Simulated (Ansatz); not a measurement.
# CH5BN2: up Jacob's ladder to CCSD(T)

How much do the methods differ for CH5BN2? The plan is to run it at one geometry with functionals of several rungs and with coupled cluster, and see how far each lands from CCSD(T) at the basis-set limit for the atomisation energy.

Method: functionals in def2-TZVPP, the program's frozen cores in correlated methods; program: Ansatz 0.2.0, Gaussian basis.

The runs, in order: LDA (SPW92), PBE-D4, revPBE-D4, BLYP-D4, r2SCAN-D4, B97M-V, PBE0-D4, B3LYP-D4, r2SCANh-D4, r2SCAN0-D4, HSE06-D4, BHLYP-D4, CAM-B3LYP-D4, LC-ωPBE, ωB97X-V, ωB97M-V, B2PLYP, PBE-QIDH; CCSD(T)/def2-SVP; CCSD(T)/def2-TZVPP; MP2/def2-QZVPP; extrapolation to the limit; RPA on PBE.

**1. The relaxed structure**

All runs share one geometry, relaxed beforehand with PBE0-D4 in a triple-zeta def2 set.

9 atoms, charge 0, spin multiplicity 1.

Atoms are counted from 1 here; the program's logs count them from 0.

Bond lengths: B1–C2 1.569 Å, B1–N3 1.603 Å, B1–H5 1.205 Å, B1–H6 1.201 Å, C2–N3 1.283 Å, C2–N4 1.319 Å, N3–H7 1.010 Å, N4–H8 1.003 Å, N4–H9 1.008 Å. Angles: C2–B1–N3 47.7°, C2–B1–H5 116.7°, C2–B1–H6 119.9°, N3–B1–H5 117.5°, N3–B1–H6 115.3°, H5–B1–H6 119.6°, B1–C2–N3 67.5°, B1–C2–N4 157.8°, N3–C2–N4 133.7°, B1–N3–C2 64.8°, B1–N3–H7 153.9°, C2–N3–H7 131.7°, C2–N4–H8 119.7°, C2–N4–H9 122.3°, H8–N4–H9 118.0°.

**2. LDA**

This LDA is Slater exchange with PW92 correlation.

in.yaml reads:

```yaml
crystal:
  periodic: [false, false, false]
  atoms:
    - {symbol: B, position_ang: [-0.105127, 1.362564, 0.037098]}
    - {symbol: C, position_ang: [-0.091045, -0.198636, -0.120556]}
    - {symbol: N, position_ang: [1.084196, 0.288359, 0.043706]}
    - {symbol: N, position_ang: [-0.572142, -1.426668, -0.158210]}
    - {symbol: H, position_ang: [-0.470548, 1.795944, 1.100336]}
    - {symbol: H, position_ang: [-0.158239, 2.062055, -0.937630]}
    - {symbol: H, position_ang: [1.936407, -0.119415, 0.400314]}
    - {symbol: H, position_ang: [-1.554506, -1.571530, -0.302001]}
    - {symbol: H, position_ang: [0.019505, -2.238974, -0.080157]}
basis:
  gaussian: {orbitals: def2-TZVPP}
hamiltonian: {xc: lda}
output: {orbitals: {seedname: orbitals}}
```

On the command line:

```
ansatz run in.yaml --threads 2 --pin off --events-out ev --progress --plain --max-ram 4352MiB
```

The runs that follow: PBE-D4 (GGA); revPBE-D4 (GGA); BLYP-D4 (GGA); r2SCAN-D4 (meta-GGA); B97M-V (meta-GGA); B3LYP-D4 (hybrid); r2SCANh-D4 (hybrid); r2SCAN0-D4 (hybrid); HSE06-D4 (hybrid); BHLYP-D4 (hybrid); CAM-B3LYP-D4 (range-separated); LC-ωPBE (range-separated); ωB97X-V (range-separated); ωB97M-V (range-separated); B2PLYP (double hybrid); PBE-QIDH (double hybrid); CCSD(T) in def2-SVP; CCSD(T) in def2-TZVPP; MP2 in def2-QZVPP; RPA on PBE orbitals.

Q: Predict the results of all the runs planned. Wanted: atomisation energy, CCSD(T)/CBS; farthest beyond LDA; mean size of error, GGA; mean size of error, meta-GGA; mean size of error, hybrid; mean size of error, range-separated; mean size of error, double hybrid; gap, smallest and largest; T1 diagnostic.

**Answer**, as computed:

```
                               quantity                                      value
        atomisation energy, CCSD(T)/CBS                                  34.337 eV
    functionals within 0.172 eV (0.5 %)               r2SCANh-D4, B2PLYP, PBE-QIDH
                    farthest beyond LDA                         PBE-D4 (+1.598 eV)
                mean size of error, GGA                                   0.974 eV
           mean size of error, meta-GGA                                   0.344 eV
             mean size of error, hybrid                                   0.518 eV
    mean size of error, range-separated                                   0.534 eV
      mean size of error, double hybrid                                   0.025 eV
              gap, smallest and largest  4.88 eV (LDA (SPW92)), 12.32 eV (LC-ωPBE)
                          T1 diagnostic                                     0.0142
triples share of the correlation energy                                      4.2 %
```

LDA overbinds by 6.150 eV (18 %). PBE-D4 misses by +1.598 eV. Double hybrids carry the basis error of their MP2 part in triple zeta, and no dispersion term here, so their miss is partly the set-up's. Taken by rung, double hybrid functionals do best (0.025 eV on average) and GGA ones worst beyond LDA (0.974 eV). Misses under about 0.172 eV are within the doubt on the reference itself, which lacks core-valence correlation, relativity and higher excitations. Hartree-Fock recovers 69 % of the binding; the rest is correlation. CCSD(T) in def2-SVP is off by -1.893 eV, so the small basis spoils what the method gains. The gap grows from 4.9 to 12.3 eV across the functionals, mostly with the share of exact exchange.
